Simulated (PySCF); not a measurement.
# ReCl₂: relaxation and vibrations of the sextet

Where does sextet ReCl₂ go from a linear start, is the end point a minimum, and what are its modes, charges and moments?

The runs use PySCF 2.14.0; PBE0, basis Re def2-SVP with ECP60, Cl def2-SVP, scalar-relativistic core potentials, no spin–orbit coupling, density fitting.

## (1) The starting structure

3 atoms, charge 0, spin multiplicity 6.

Bond lengths: Re1–Cl2 2.300 Å, Re1–Cl3 2.300 Å. Angles: Cl2–Re1–Cl3 180.0°.

```xyz
3
charge 0 multiplicity 6
Re    0.0000    0.0000    0.0000
Cl    0.0000    0.0000    2.3000
Cl    0.0000    0.0000   -2.3000
```

## (2) The SCF at the typed geometry

The steps below are one call of a driver around PySCF. For each, scf.py gives the equivalent set-up of the SCF; relaxations use the driver's own optimiser. After this first run the driver tries any further starts and a stability analysis.

Contents of scf.py:

```python
from pyscf import gto, scf, dft
mol = gto.M(atom='''
Re     0.000000     0.000000     0.000000
Cl     0.000000     0.000000     2.300000
Cl     0.000000     0.000000    -2.300000''',
    basis={'Re': 'def2-SVP', 'Cl': 'def2-SVP'},
    ecp={'Re': 'def2-SVP'},
    charge=0, spin=5)
mf = dft.UKS(mol, xc='PBE0')
mf.grids.atom_grid = (50, 194)
aux = {'Re': 'def2-universal-JKFIT', 'Cl': 'def2-universal-JKFIT'}
mf = mf.density_fit(auxbasis=aux)
mf.conv_tol = 1e-08
mf.diis_space = 10
mf.max_cycle = 60
mf.init_guess = 'minao'
mf.verbose = 4
mf.kernel()
```

Run with:

```console
$ OMP_NUM_THREADS=2 python axn.py task.json out
```

Log:

```text
init E= -985.909987549751
[... the frontier-level lines of each cycle are left out ...]
cycle= 1 E= -998.07900541114  delta_E= -12.2  |g|= 0.259  |ddm|= 5.61
cycle= 2 E= -998.111140712109  delta_E= -0.0321  |g|= 0.161  |ddm|= 0.616
cycle= 3 E= -998.124228513647  delta_E= -0.0131  |g|= 0.0151  |ddm|= 0.226
cycle= 4 E= -998.124509371863  delta_E= -0.000281  |g|= 0.00822  |ddm|= 0.0636
cycle= 5 E= -998.12454786686  delta_E= -3.85e-05  |g|= 0.00583  |ddm|= 0.0169
cycle= 6 E= -998.124571316192  delta_E= -2.34e-05  |g|= 0.000328  |ddm|= 0.0118
cycle= 7 E= -998.12457155265  delta_E= -2.36e-07  |g|= 7.4e-05  |ddm|= 0.00131
cycle= 8 E= -998.124571556853  delta_E= -4.2e-09  |g|= 1.8e-05  |ddm|= 0.000162
Extra cycle  E= -998.124571557032  delta_E= -1.8e-10  |g|= 9.19e-06  |ddm|= 3.64e-05
converged SCF energy = -998.124571557032  <S^2> = 8.7599905  2S+1 = 6.0033292
```

This step, with its further starts and checks, took 6.4 s on 2 threads of Arm Neoverse V1, shared host.

The starts that the driver tried:

| start | energy (Eh) |
| --- | --- |
| the minimal-basis guess | -998.124572 |
| a thermally smeared density | -998.124572 |
| a smeared PBE density | -998.124572 |

The test of internal stability and the other starts found no lower solution of this spin.

## (3) Relaxing the sextet from the linear start

The program finds D∞h symmetry in the start, which this walk keeps. Threshold on the gradient: 0.0003 Eh/bohr, with a further test on the energy change.

scf.py: that of step 2 with these lines changed.

```diff
@@ -16 +15,0 @@
-mf.init_guess = 'minao'
```

Energy and gradient, step by step:

| step | energy (Eh) | change (kJ/mol) | largest symmetric gradient (Eh/bohr) |
| --- | --- | --- | --- |
| 0 | -998.124572 | 0.00 | 0.00308 |
| 1 | -998.124622 | -0.13 | 0.00029 |
| 2 | -998.124622 | -0.13 | 0.00000 |

The walk took 3.9 s.

It settles in D∞h symmetry, 0.1 kJ/mol below the start, after 2 steps: Re–Cl 2.309 Å (×2); Cl–Re–Cl 180.0°.

## (4) Frequencies

The point is checked on the finer grid, and tightened if its gradient asks for it. The Hessian and the dipole derivatives come from central differences of analytic gradients, with steps of 0.02 bohr.

scf.py: that of step 3 with these lines changed.

```diff
@@ -3,3 +3,3 @@
-Re     0.000000     0.000000     0.000000
-Cl     0.000000     0.000000     2.300000
-Cl     0.000000     0.000000    -2.300000''',
+Re     0.000000     0.000000    -0.000000
+Cl    -0.000000    -0.000000     2.308834
+Cl     0.000000     0.000000    -2.308834''',
@@ -10 +10 @@
-mf.grids.atom_grid = (50, 194)
+mf.grids.atom_grid = (75, 302)
@@ -13 +13 @@
-mf.conv_tol = 1e-08
+mf.conv_tol = 1e-10
```

The driver hands on the density of the step before, so the log starts near convergence.

Log of the central SCF (cycles and frontier levels):

```text
init E= -998.124581057603
[... the frontier-level lines of each cycle are left out ...]
cycle= 1 E= -998.124581057605  delta_E= -1.82e-12  |g|= 8.22e-07  |ddm|= 1.7e-06
Extra cycle  E= -998.124581057603  delta_E= 1.82e-12  |g|= 1.31e-06  |ddm|= 2.81e-06
converged SCF energy = -998.124581057603  <S^2> = 8.7601965  2S+1 = 6.0033979
```

The whole step took 12 s.

Geometry: D∞h; Re–Cl 2.309 Å (×2); Cl–Re–Cl 180.0°.

Modes, for the most abundant isotopes:

| symmetry | ω (cm⁻¹) | IR (km/mol) | type |
| --- | --- | --- | --- |
| πu | 57 | 11.2 | bend |
| σg+ | 369 | 0.0 | stretch |
| σu+ | 384 | 116 | stretch |

Every mode is real; the point is a minimum.

Properties at this point:

* Dipole moment: 0.00 D
* Highest occupied level: -7.23 eV
* Lowest empty level: -3.71 eV
* Rotational constants: 0.04522 cm⁻¹
* Zero-point energy: 5.2 kJ/mol
* Principal polarisabilities: 38.2, 38.2, 80.3 bohr³
* Atomisation energy without zero-point energy: 750 kJ/mol
* Principal traceless quadrupole moments about the centre of mass: -13.62, 6.81, 6.81 D Å
* Entropy at 298.15 K and 1 bar (electronic part: spin only): 312.6 J/(mol K)
* Heat capacity Cp at 298.15 K: 58.4 J/(mol K)
* Enthalpy at 298.15 K above 0 K: 14.73 kJ/mol
* Rotational symmetry number: 2
* Spin squared ⟨S²⟩: 8.760

Populations by atom (charges in e):

```
 atom  Mulliken  Löwdin  polar tensor  spin (Mulliken)  Mayer order to Re1
  Re1      0.63   -0.03          1.18             4.78                   –
Cl2,3     -0.31    0.02         -0.59             0.11                1.10
```

Mulliken populations on Re1 (outside its core potential): s 2.76, p 6.30, d 5.28, f 0.03.

## (5) Real-space pictures of the lowest minimum

The plane holds Re1 at (0.00, 0.00), Cl2 at (2.31, 0.00), Cl3 at (-2.31, 0.00) Å. Columns run from x = -4.35 to 4.65 Å, rows from y = 2.25 (top) to -1.95 Å, in steps of 0.3 Å. Electrons inside core potentials are absent.

Density (cut at 5 e/Å³):

Ten steps from '0' (0.000 e/Å³) to '9' (5.000 e/Å³), finer at the low end (step k begins (100^(k/10) - 1)/99 of the way up):
```
0000000000000000000000000000000
0000000000000000000000000000000
0000011111001111110011111000000
0000122222112222221122222100000
0001234443323455432334443210000
0012456765445788754456765421000
0013578876556999965567887531000
0023679997658933985679997632000
0023679997658933985679997632000
0013578876556999965567887531000
0012456765445788754456765421000
0001234443323455432334443210000
0000122222112222221122222100000
0000011111001111110011111000000
0000000000000000000000000000000
```

ELF (0 where the density is under 0.005 e/Å³):

Ten even steps from '0' (0.00) to '9' (0.89):
```
0000000000001111110000000000000
0000012210012233221001221000000
0001355542113333331124555310000
0014677775223444432257777641000
0136799987423455432478999763100
0257999998523677632589999975200
0358992149724899842794129985300
1368948918825900952881984986310
1368948918825900952881984986310
0358992149724899842794129985300
0257999998523677632589999975200
0136799987423455432478999763100
0014677775223444432257777641000
0001355542113333331124555310000
0000012210012233221001221000000
```

Electrostatic potential (cut at 20 V):

Ten steps from '0' (-0.55 V) to '9' (20.00 V), finer at the low end (step k begins (100^(k/10) - 1)/99 of the way up):
```
1111111223344555544332211111112
1110001123445555554432110001111
1100001123456666665432110000111
1000123444567788776544432100011
1002456766678999987666765420011
0014689998789999998789998641001
0125899999899999999899999852101
0136999999999999999999999963101
0136999999999999999999999963101
0125899999899999999899999852101
0014689998789999998789998641001
1002456766678999987666765420011
1000123444567788776544432100011
1100001123456666665432110000111
1110001123445555554432110001111
```

Making the fields took 1 s.

## (6) Summary of results

| quantity | value |
| --- | --- |
| minimum | sextet, D∞h |
| geometry | Re–Cl 2.309 Å (×2); Cl–Re–Cl 180.0° |
| wavenumbers (cm⁻¹) | 57 (πu), 369 (σg+), 384 (σu+) |
| dipole moment | 0.00 D |
| highest occupied, lowest empty level (either spin) | -7.23, -3.71 eV |
| polar-tensor charge of Re1 | +1.18 e |
| zero-point energy | 5.2 kJ/mol |
| entropy at 298.15 K | 312.6 J/(mol K) |
| atomisation energy (no zero-point energy) | 750 kJ/mol |
| ⟨S²⟩ | 8.760 |

What this shows: The molecule stays D∞h, as typed, and the end point is a minimum. The strongest infrared band lies at 384 cm⁻¹ (σu+, stretch). Re1 has a polar-tensor charge of +1.2 e (a dipole derivative, not a static charge), yet symmetry cancels the bond dipoles. Most of the spin sits on Re1 (Mulliken spin 4.78, against 5 for the whole molecule). Only this shape and spin were tried, so other structures or states may lie lower. Open d and f shells are described by one determinant, and the ground state may have another occupation or spin. With an element this heavy the missing spin–orbit coupling can shift these numbers.

The search up to here took 22 s on 2 threads of Arm Neoverse V1, shared host.
